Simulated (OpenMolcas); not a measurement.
**Ir⁴⁺ among point charges: CASSCF and CASPT2 levels and susceptibility**

Aim: the splitting of the states of Ir⁴⁺ in the field of 6 point charges, its lowest levels with spin-orbit coupling and its magnetic susceptibility.

Method: state-averaged CASSCF and CASPT2, spin-orbit coupling by RASSI with atomic mean-field integrals. Code: OpenMolcas 26.06.

## (1) Starting point

```
Species                           : Ir⁴⁺ (iridium, Z = 77, 73 electrons)
Basis                             : ANO-RCC-VDZP [7s6p4d2f], 59 functions
Scalar Hamiltonian                : DKH2, point nucleus
Inactive shells                   : 1s 2s 2p 3s 3p 3d 4s 4p 4d 4f 5s 5p
Active space                      : 5 electrons in 5 orbitals (5d)
Some configurations of this space : 5d⁵
Orbitals                          : optimised for each spin and parity, averaged over all roots
```

The outer shells:

5d5
```
5d [↑ ][↑ ][↑ ][↑ ][↑ ]
```

The ion sits among 6 point charges of -1.7 e arranged as a tetragonal octahedron (D4h), 2.08 Å from the ion, with the axial distance 2.101 Å.

The work runs as a chain of OpenMolcas steps in one folder; each step below is one input file. Labels, J, g values, rates, χT and fits are worked out afterwards by a script from the matrices that RASSI stores. The input lists half of the charges; inversion (Group=XYZ) makes the rest.

## (2) One- and two-electron integrals

Contents of a.inp:

```
&GATEWAY
Coord
1

Ir 0.0 0.0 0.0
Basis=ANO-RCC-VDZP
Group=XYZ
NoMove
AngMom=0.0 0.0 0.0
AMFI
XField
3 Angstrom 0
2.080000 0.000000 0.000000 -1.700000
0.000000 2.080000 0.000000 -1.700000
0.000000 0.000000 2.100800 -1.700000
&SEWARD
```

The run is started by

```console
$ OMP_NUM_THREADS=1 MOLCAS_MEM=1689 MOLCAS_PROJECT=a pymolcas a.inp > a.log
```

## (3) Reference wave functions, sextets of even parity, 1 root

Contents of a.inp:

```
&RASSCF
FileOrb=start.orb
Symmetry=1
Spin=6
nActEl=5 0 0
Inactive=15 19
Ras2=5 0
CIRoot=1 1 1
SDav=1
CIMx=300
Iter=120 100
PrWF=0.3
OrbListing=Nothing
MaxOrb=0
>>> COPY $Project.JobIph JOB001
```

start.orb holds the contracted functions of the basis, ordered by shell, or the orbitals of the step before.

## (4) CASSCF: quartets of even parity, 24 roots

Contents of a.inp:

```
&RASSCF
FileOrb=start.orb
Symmetry=1
Spin=4
nActEl=5 0 0
Inactive=15 19
Ras2=5 0
CIRoot=24 24 1
SDav=24
CIMx=300
Iter=120 100
PrWF=0.3
OrbListing=Nothing
MaxOrb=0
>>> COPY $Project.JobIph JOB002
```

## (5) CASSCF: doublets of even parity, 75 roots

Contents of a.inp:

```
&RASSCF
FileOrb=start.orb
Symmetry=1
Spin=2
nActEl=5 0 0
Inactive=15 19
Ras2=5 0
CIRoot=75 75 1
SDav=75
CIMx=300
Iter=120 100
PrWF=0.3
OrbListing=Nothing
MaxOrb=0
>>> COPY $Project.JobIph JOB003
```

## (6) RASSI: spin-orbit coupling between the states

Contents of a.inp:

```
&RASSI
NrOfJobIphs=3 1 24 75
1
1 2 3 4 5 6 7 8 9 10 11 12 13 14 15 16 17 18 19 20 21 22 23 24
1 2 3 4 5 6 7 8 9 10 11 12 13 14 15 16 17 18 19 20 21 22 23 24 25 26 27
28 29 30 31 32 33 34 35 36 37 38 39 40 41 42 43 44 45 46 47 48 49 50 51
52 53 54 55 56 57 58 59 60 61 62 63 64 65 66 67 68 69 70 71 72 73 74 75
IphNames
JOB001
JOB002
JOB003
EJob
SpinOrbit
DIPRint=1.0
SOCoupling=1000.0
Subsets=2
Property=9
'ANGMOM' 1 'ANGMOM' 2 'ANGMOM' 3 'MLTPL  1' 1 'MLTPL  1' 2 'MLTPL  1' 3
'AMFI' 1 'AMFI' 2 'AMFI' 3
SOProperty=3
'ANGMOM' 1 'ANGMOM' 2 'ANGMOM' 3
```

## (7) CASPT2: IPEA 0.25, imaginary shift 0.1 (closed shells correlated: 5s 5p)

Contents of a.inp:

```
>>> COPY JOB001 $Project.JobIph
&CASPT2
Multistate=1 1
Frozen=14 16
IPEA=0.25
Imaginary=0.1
MaxIter=60
WThr=0.0 0.3 0.05
PrWF=0.5
NoMix
>>> COPY JOB002 $Project.JobIph
&CASPT2
Multistate=24 1 2 3 4 5 6 7 8 9 10 11 12 13 14 15 16 17 18 19 20 21 22
23 24
NoMult
Frozen=14 16
IPEA=0.25
Imaginary=0.1
MaxIter=60
WThr=0.0 0.3 0.05
PrWF=0.5
NoMix
>>> COPY JOB003 $Project.JobIph
&CASPT2
Multistate=75 1 2 3 4 5 6 7 8 9 10 11 12 13 14 15 16 17 18 19 20 21 22
23 24 25 26 27 28 29 30 31 32 33 34 35 36 37 38 39 40 41 42 43 44 45 46
47 48 49 50 51 52 53 54 55 56 57 58 59 60 61 62 63 64 65 66 67 68 69 70
71 72 73 74 75
NoMult
Frozen=14 16
IPEA=0.25
Imaginary=0.1
MaxIter=60
WThr=0.0 0.3 0.05
PrWF=0.5
NoMix
```

(Steps that only read results are left out.)

**Question.** What will these runs give? Wanted: spin-free ground state; lowest level; next level.

The runs gave:

| quantity | value |
| --- | --- |
| method | SS-CASPT2, IPEA 0.25, imaginary shift 0.1 (closed shells correlated: 5s 5p) |
| spin-free ground state | 6A1, 1-fold in its orbital part |
| lowest level | 2-fold E3/2, g = 3.05, 3.05, 3.45 |
| next level | 162.1 cm⁻¹ |
| χT at 300 K | 3.90 cm³ K/mol |
| effective moment at 300 K | 5.58 μB |

Cost by method:

```tsv
method	time of its own steps	time with the reference
A. CASSCF	29 s	29 s
B. SS-CASPT2, IPEA 0.25, imaginary shift 0.1, +5s 5p	8.6 s	38 s
```

Times are of one thread on a shared host.

The spin-free ground state (6A1) comes to 100 % from free-ion S terms and keeps the highest spin of the shell. χT at 300 K is 3.90, against 4.39 cm³ K/mol for the spin alone, so spin-orbit coupling lowers it. An active space of the d shell alone favours high spin; real ions in strong fields can be low spin. The field of point charges can differ much from that of real complexes. With metal d orbitals alone active, the gaps between spin states are rough; where two lie within a few thousand cm-1, their order is open. Point charges carry no covalency, so the field is a model and not that of real ligands.
